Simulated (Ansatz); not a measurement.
Mn2FeN2 under changes of volume

One of the cells (9.394 Å³/atom); the others are scaled copies at fixed shape and fractional positions:

```
Fe Mn N
1.0
     2.61512   -1.51510    0.00000
     2.61512    1.51510    0.00000
    -0.01474    0.00000    5.92731
Fe Mn N
1 2 2
Direct
  0.00000 0.00000 0.50000
  0.66662 0.66662 0.83307
  0.33338 0.33338 0.16693
  0.66752 0.66752 0.26244
  0.33248 0.33248 0.73755
```

The cell comes from a database or a generator and needn't be the stable form of this composition.

* Program: Ansatz 0.2.0
* Functional: PBE
* Potentials or basis: Ansatz PAW
* Cutoff: 420 eV (not typed: the program's choice for these potentials)
* k mesh: 10 × 10 × 5
* Occupations: fermi-dirac, width 0.05 eV
* Spin: collinear spin, ferromagnetic start
* Starting moments: [3.0, 4.0, 4.0, 0.0, 0.0] μB

```tsv
volume (Å³/atom)	energy over the lowest point (meV/atom)	pressure (GPa)	moment (μB per cell)	largest force (eV/Å)
8.830	16.65	12.7	1.52	0.274
9.018	5.30	7.2	1.60	0.112
9.206	0.00	2.3	1.66	0.030
9.394	0.11	-2.1	1.67	0.136
9.582	?	?	?	?
9.770	14.48	-9.7	1.52	0.288
9.958	27.68	-12.9	1.34	0.335
```

What does the run at 9.582 Å³/atom give?

Energy over the lowest point 5.13 meV/atom; pressure -6.1 GPa; moment 1.63 μB per cell; largest force 0.223 eV/Å.

Worked out: A Birch-Murnaghan fit of order 3 (a polynomial in V^(-2/3)) to the other rows has its minimum at 9.29 Å³/atom with B0 = V·E''(V) = 217 GPa and B' = 4.5 at fixed shape and positions, which overstates the stiffness. It gives 5.12 meV/atom at 9.582 Å³/atom, against the run's 5.13, and -dE/dV = -6.2 GPa, against -6.1. A parabola through the other rows of the moment, of slope -0.42 μB per Å³/atom there, gives 1.61 μB, against the run's 1.63.

Energies are extrapolated to zero smearing.

Caveats: only a ferromagnetic start was run, and an antiferromagnetic order may lie lower in energy; the starting moments weren't kept.
